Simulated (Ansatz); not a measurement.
Write a Python script for the Python package of Ansatz (0.2.0) that makes an active-space calculation of CH3BrGe, SMILES [CH3][Ge][Br]. Settings: SC-NEVPT2, def2-SVP basis, multiplicity 1.

```xyz
6

C    -0.4216    0.3776   -0.2863
Ge    0.2265   -0.3962    1.3214
Br    1.9700   -1.7970    0.7598
H     0.4051    1.0210   -0.7953
H    -1.3131    1.0857   -0.0569
H    -0.8248   -0.3551   -0.9889
```

Script `run_cas.py`:
```python
# -*- coding: utf-8 -*-
"""Static correlation in CH3BrGe: natural occupations of an active space."""

import ansatz as az
from ase import Atoms

atoms = Atoms(["C", "Ge", "Br", "H", "H", "H"], positions=[
    [-0.4216, 0.3776, -0.2863],
    [0.2265, -0.3962, 1.3214],
    [1.97, -1.797, 0.7598],
    [0.4051, 1.021, -0.7953],
    [-1.3131, 1.0857, -0.0569],
    [-0.8248, -0.3551, -0.9889],
])
mol = az.Crystal.molecule_from_ase(atoms)

model = mol.calculation()
model = model.basis(gaussian="def2-SVP").scf(lower_state_search="standard")
model = model.correlation(active_electrons=4, active_orbitals=4)
for method in ["sc_nevpt2"]:
    summary = (model if method is None else model.correlation(method)).run(threads=1, backend="cpu").report
    space = summary["configurations"]
    state = space["states"][0]
    print(method or "casscf", f"total {summary['free_energy_ev'] / 27.211386246:.6f} Ha, active-space state {state['energy']['hartree']:.6f} Ha, mean field {summary['reference_energy_ev'] / 27.211386246:.6f} Ha")
    print("  determinants", state["n_determinants"], " natural occupations", [round(n, 3) for n in space["natural_occupations"]])
print("effectively unpaired electrons, sum of min(n, 2 - n):", round(sum(min(n, 2 - n) for n in space["natural_occupations"]), 3))
```

```console
$ python run_cas.py
RunWarning: the results are in doubt because another end's mean lies 0.172 eV lower, and its corrected mean 0.004 eV higher
sc_nevpt2 total -4687.390302 Ha, active-space state -4686.838339 Ha, mean field -4686.808133 Ha
  determinants 36  natural occupations [1.985, 1.93, 0.068, 0.018]
effectively unpaired electrons, sum of min(n, 2 - n): 0.171
```
(Warnings from the package without file and line.)

These settings explore the input space; basis and method may be short of convergence. The geometry is a force-field or estimated start, not a minimum of this method, and the basis set is short of its limit. The active space starts as a window about the frontier orbitals and is then optimised, not chosen by chemistry. A lower CASSCF solution was found and passed over, so the printed active-space state isn't the lowest. Run time: 31 s on 1 thread of Intel(R) Xeon(R) Platinum 8259CL CPU @ 2.50GHz (Skylake/Cascade Lake) (shared host), peak memory 0.38 GiB.

(Lines on the test bed's own set-up are left out of the output.)
